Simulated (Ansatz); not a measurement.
# MoS2: the cost of one run

Method: DFT LDA, scalar-relativistic, plane waves, PAW, in Ansatz 0.2.0.

## 1. Starting point

The structure is hexagonal, space group P6_3/mmc (No. 194). Conventional cell: a = 3.169 Å, b = 3.169 Å, c = 12.324 Å, α = 90.00°, β = 90.00°, γ = 120.00°. Mo (site symmetry -6m2) has 6 S at 2.41 Å as nearest neighbours. Around S (site symmetry 3m) lie 3 Mo at 2.41 Å.

As a file:

```
CELL_PARAMETERS angstrom
3.16900 0.00000 0.00000
-1.58450 2.74443 0.00000
0.00000 0.00000 12.32400
ATOMIC_POSITIONS crystal
Mo 0.33333 0.66667 0.25000
Mo 0.66667 0.33333 0.75000
S 0.33333 0.66667 0.62300
S 0.66667 0.33333 0.12300
S 0.33333 0.66667 0.87700
S 0.66667 0.33333 0.37700
```

The structure rests on an entry of the Crystallography Open Database; cell or positions may have been set otherwise for this series.

## 2. Relaxing cell and atoms: MoS2, no spin

File input.yaml:

```yaml
crystal:
  lattice:
    - [3.169, 0.0, 0.0]
    - [-1.5845, 2.7444345046, 0.0]
    - [0.0, 0.0, 12.324]
  atoms:
    - { symbol: Mo, position: [0.3333333333, 0.6666666667, 0.25] }
    - { symbol: Mo, position: [0.6666666667, 0.3333333333, 0.75] }
    - { symbol: S, position: [0.3333333333, 0.6666666667, 0.623] }
    - { symbol: S, position: [0.6666666667, 0.3333333333, 0.123] }
    - { symbol: S, position: [0.3333333333, 0.6666666667, 0.877] }
    - { symbol: S, position: [0.6666666667, 0.3333333333, 0.377] }
scf:
  occupations: { method: fixed }
output:
  forces: true
  stress: true
  eigenvalues: true
  write_density: true
  write_potential: true
  elf: true
  volumetric_format: npy
hamiltonian:
  xc: lda
relax:
  f_tol: 0.001
  max_steps: 60
  cell: { stress_tol: 0.03 }
kpoints:
  mp_grid: { grid: [12, 12, 3] }
```

The run is started by

```sh
ansatz run input.yaml --threads 8 --pin off --max-ram 16384MiB --backend cpu --events-out ev --progress --plain --runs-dir out
```

Q: Estimate wall time and peak memory on 8 threads of Arm Neoverse N1, shared host.

About 15 s, with a peak of 0.56 GiB.
